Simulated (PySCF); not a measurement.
# How the numerical set-up moves the result for TlCd

Aim: see how much the energy and properties of TlCd depend on the numerical set-up.

Method: each script names its method and basis; program: PySCF 2.14.0.

3 further runs of the same task are left out: 1 for a known fault of the program, 2 that didn't finish.

## (1) Where the work starts

TlCd: 2 atoms, charge 0, spin multiplicity 2.

Bond lengths: Tl1–Cd2 2.830 Å.

## (2) Base script

Input file input.py:

```python
from pyscf import gto, scf, mp

mol = gto.M(
    atom='Tl 0 0 0; Cd 0 0 2.83',
    basis='sbkjc',
    ecp={'Tl': 'sbkjc', 'Cd': 'sbkjc'},
    charge=0,
    spin=1,
    verbose=3,
)
mf = scf.UHF(mol)
mf.kernel()
mp.MP2(mf, frozen=4).kernel()
mf.dip_moment()
print('orbital energies (hartree):', [e[max(0, n-3):n+3].round(4) for e, n in zip(mf.mo_energy, mol.nelec)])
```

Started as:

```sh
$ OMP_NUM_THREADS=1 python input.py
```

Its log is not repeated here.

In short: E(SCF) = -337.719068 Eh, E(MP2) − E(SCF) = -0.30167 Eh, ⟨S²⟩ = 0.863, μ = 0.64 D (of the SCF density).

The bond length is a typed value, not an optimised one.

## (3) Crenbl

Run 1 changes basis set: sbkjc → crenbl; frozen orbitals: 4 → none. The core potential changes with it: totals don't compare.

Input file input.py:

```python
from pyscf import gto, scf, mp

mol = gto.M(
    atom='Tl 0 0 0; Cd 0 0 2.83',
    basis='crenbl',
    ecp={'Tl': 'crenbl', 'Cd': 'crenbl'},
    charge=0,
    spin=1,
    verbose=3,
)
mf = scf.UHF(mol)
mf.kernel()
mp.MP2(mf).kernel()
mf.dip_moment()
print('orbital energies (hartree):', [e[max(0, n-3):n+3].round(4) for e, n in zip(mf.mo_energy, mol.nelec)])
```

Started as:

```sh
$ OMP_NUM_THREADS=1 python input.py
```

## (4) Def2-svp

Run 2 changes basis set: sbkjc → def2-svp. The core potential changes with it: totals don't compare.

input.py: that of step 2 with these lines changed.

```diff
@@ -4,4 +4,4 @@
     atom='Tl 0 0 0; Cd 0 0 2.83',
-    basis='sbkjc',
-    ecp={'Tl': 'sbkjc', 'Cd': 'sbkjc'},
+    basis='def2-svp',
+    ecp={'Tl': 'def2-svp', 'Cd': 'def2-svp'},
     charge=0,
```

**Question.** What will these runs give? Wanted: for each run, E(SCF); from base; SCF dipole; after the SCF.

**Answer**, as computed:

```
     run  E(SCF) (hartree)  from base (eV)  SCF dipole (D)  functions                            after the SCF
    base       -337.719068               0            0.64         62   MP2 correlation -8.209 eV, core frozen
  crenbl       -215.999924  not comparable            0.75         72               MP2 correlation -11.928 eV
def2-svp       -338.335582  not comparable            1.75         57  MP2 correlation -11.238 eV, core frozen
```

In words: Total energies from different bases, Hamiltonians or methods carry different errors, so properties are taken as differences within one set-up.
